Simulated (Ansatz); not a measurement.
Crystal: LiCaF3.

```xyz
5
Lattice="3.7612 0.0000 0.0000 0.0000 3.7612 0.0000 0.0000 0.0000 3.7612" Properties=species:S:1:pos:R:3 pbc="T T T"
Ca    0.0000    0.0000    0.0000
F     1.8806    0.0000    1.8806
F     1.8806    1.8806    0.0000
F     0.0000    1.8806    1.8806
Li    1.8806    1.8806    1.8806
```

The cell comes from a database or a generator and needn't be the stable form of this composition.

Program: Ansatz 0.2.0. Alike in all runs: task projected density of states; potentials or basis Ansatz PAW; no spin polarisation; cell as given; k mesh 7 × 7 × 7; smearing fermi-dirac 0.05 eV.

Task: Order these runs on this cell by their band gap on the k mesh, lowest first.
A. level r2SCAN; cutoff (eV) 500
B. level LDA; cutoff (eV) 420
C. level RPBE; cutoff (eV) 420

Result: B (6.41 eV), C (6.62 eV), A (7.28 eV).

Caveats: odd divisions of the mesh miss points on the zone boundary, where band edges often lie, so the gap on the mesh can be too wide; the density of states is complete only up to the lowest level of the last band computed.

A k mesh can miss the band edges.

Runs at the PBE level aren't shown here.
